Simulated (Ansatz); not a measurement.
Working through relaxations under a series of pressures of Al, space group Fm-3m

With the Ansatz DFT code, driven from Python.

`POSCAR_al`
```text
Al
1.0
   0.00000000    2.02480500    2.02480500
   2.02480500    0.00000000    2.02480500
   2.02480500    2.02480500    0.00000000
Al
1
Direct
   0.00000000    0.00000000    0.00000000
```

Run as a notebook:

**Cell 1**
```python
import warnings

import ansatz as az
from ase.io import read
import numpy as np
import pandas as pd
```

**Cell 2**
```python
FUNCTIONAL = "pbe"
DISPERSION = "D4"
SMEARING = "Gaussian"
SCF_TOL = 1e-10
```

**Cell 3**
```python
def edges_and_angles(cell):
    cell = np.asarray(cell)
    a, b, c = np.linalg.norm(cell, axis=1)
    cosines = cell[1] @ cell[2] / (b * c), cell[0] @ cell[2] / (a * c), cell[0] @ cell[1] / (a * b)
    return (a, b, c, *np.degrees(np.arccos(cosines)))
```

**Cell 4**
```python
warnings.simplefilter("ignore", az.DeckWarning)
```

**Cell 5**
```python
atoms = read("POSCAR_al", format="vasp")
system = az.Crystal.from_ase(atoms)
```

**Cell 6**
```python
model = (
    system.calculation()
    .functional(FUNCTIONAL, dispersion=DISPERSION)
    .kpoints(14)
    .occupations(SMEARING, width=100 * az.meV)
    .scf(tolerance=SCF_TOL)
)

# H = F + PV, with 1 GPa A^3 = 1/160.21766 eV
rows = []
for pressure in [0, 5, 10, 20]:
    result = model.relax(cell=True, pressure=pressure, force_tolerance=0.03).run(threads=1, pin="off")
    cell = result.lattice.cell_ang
    n_atoms = len(result.lattice.sites)
    volume = abs(np.linalg.det(cell)) / n_atoms
    enthalpy = result.report["free_energy_ev"] / n_atoms + pressure * volume / 160.21766
    rows.append((pressure, volume, enthalpy, *edges_and_angles(cell)))
    print(f"{pressure} GPa done: {volume:.4f} A^3/atom")
```
Output:
```text
0 GPa done: 15.7929 A^3/atom
5 GPa done: 14.9898 A^3/atom
10 GPa done: 14.3737 A^3/atom
20 GPa done: 13.4485 A^3/atom
```

**Cell 7**
```python
table = pd.DataFrame(rows, columns=["P_GPa", "V_A3_atom", "H_eV_atom", "a", "b", "c", "alpha", "beta", "gamma"])
print(table.round(4).to_string(index=False))
p, v = np.array([row[0] for row in rows], float), np.array([row[1] for row in rows])
print("mean bulk modulus between rows (GPa):", np.round(-np.diff(p) / np.diff(np.log(v)), 1))
```
Output:
```text
 P_GPa  V_A3_atom  H_eV_atom      a      b      c  alpha  beta  gamma
     0    15.7929  -537.8479 2.8162 2.8162 2.8162   60.0  60.0   60.0
     5    14.9898  -537.3682 2.7676 2.7676 2.7676   60.0  60.0   60.0
    10    14.3737  -536.9104 2.7292 2.7292 2.7292   60.0  60.0   60.0
    20    13.4485  -536.0438 2.6693 2.6693 2.6693   60.0  60.0   60.0
mean bulk modulus between rows (GPa): [ 95.8 119.2 150.3]
```

The volume falls from 15.79 Å³ an atom at 0 GPa to 13.45 at 20 GPa, by 14.8 %. Between 0 and 5 GPa, -V dP/dV is about 96 GPa, a mean over that step.

Caveats:
- Absolute energies stand on the zero of these potentials, so only differences at equal settings mean something.
- At a fixed pressure a relaxation lowers the enthalpy F + PV, while F alone can rise.
- Dispersion corrections can be off by several per cent in the lattices of metals, and by several GPa in the pressure at a fixed cell.
- Edges and angles are those of the cell as typed, here a primitive one, not of the conventional cell.
- Symmetry holds the cell in this phase, whether or not it is the stable one at each pressure.
- It ran for 19 s on 1 thread of Arm Neoverse V2, with other jobs on the host, peak memory 0.43 GiB.
